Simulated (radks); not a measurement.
**In⁴⁺ in [Ar] 3d10 4s2 4p5 4d9 4f1: an all-electron calculation**

Aim: the levels, the sizes of the orbitals and the parts of the energy of the indium ion In4+.

Program: radks (a radial shooting solver on a logarithmic mesh, Libxc functionals) version 1. Level of theory: scalar-relativistic Kohn-Sham, r2SCAN, spin-polarised, spherical densities, finite nucleus; open shells are filled with parallel spins first. These are calculated values, not measurements, unless marked.

## 1. What is computed

- element: indium (Z = 49)
- charge: +4
- electrons: 45
- configuration: [Ar] 3d10 4s2 4p5 4d9 4f1
- nuclear rms radius: 4.6156 fm

The outer shells:

In⁴⁺
```
[Ar] core
3d [↑↓][↑↓][↑↓][↑↓][↑↓]
4s [↑↓]
4p [↑↓][↑↓][↑ ]
4d [↑↓][↑↓][↑↓][↑↓][↑ ]
4f [↑ ][  ][  ][  ][  ][  ][  ]
```

## 2. The run

Input:

```text
Z 49
configuration [Ar] 3d10 4s2 4p5 4d9 4f1 5s0 5p0 5d0 5f0
relativity scalar-relativistic
functional r2scan,r2scan
spin polarised
nucleus finite rms 4.6156 fm
c 137.035999084
```

On the command line:

```bash
$ python run_ks.py task.json out
```

This one command runs every case of the session in turn.

Q: Predict the outcome of this run.

As calculated:

| quantity | value |
| --- | --- |
| total energy | -5874.16882 hartree |
| exchange-correlation share of it | 2.69 % |
| −T/E | 1.0424 |
| highest occupied level | 4f up, -20.764 eV |
| most extended occupied level | 4f up, <r> = 2.53 bohr |
| radius at density 0.001 e/bohr³ | 3.70 bohr |
| maxima of the radial density | 4 |

What this shows: 4 principal shells are occupied and 4 maxima appear in the radial density. −T/E is 1.042: with relativity the kinetic term as defined here no longer equals −E. This is not the tabulated ground configuration, so its levels and sizes aren't those of the ground state, and no measured value stands beside it.
